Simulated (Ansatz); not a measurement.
Runs of Ansatz 0.2.0 on InO. The cell holds a sheet with vacuum, 2 atoms: a = 3.551 Å, b = 3.551 Å, c = 25.914 Å, α = 90.00°, β = 90.00°, γ = 120.00°. The cell was built by a generator and needn't be a form met in nature.

| task | level | cutoff (eV) | basis error allowed | gap on the mesh (eV) | largest force (eV/Å) |
| --- | --- | --- | --- | --- | --- |
| single point | PBEsol | 349 | 0.002 eV/atom | none | (a) |
| single point | PBE | 349 | 0.002 eV/atom | none | 0.02 |
| projected density of states | PBE | 349 | 0.002 eV/atom | - | 0.02 |
| single point | LDA | 349 | 0.002 eV/atom | none | 0.43 |
| single point | PBE | 377 | 0.001 eV/atom | none | 0.02 |

Alike in all rows: potentials or basis all-electron LAPW, scalar-relativistic; no spin polarisation; cell as given; k mesh 9 × 9 × 1; smearing fermi-dirac 0.05 eV.

Estimate the missing entries.

(a) 0.20.

Caveats: an odd number of electrons without spin polarisation forces a metal; a magnetic or distorted state may lie lower; spin-orbit coupling is left out, which moves the levels of the heavy elements (some runs).

A k mesh can miss the band edges, and the runs leave out spin-orbit coupling on In.

A gap of «none» marks a metal or a gap under the smearing width.
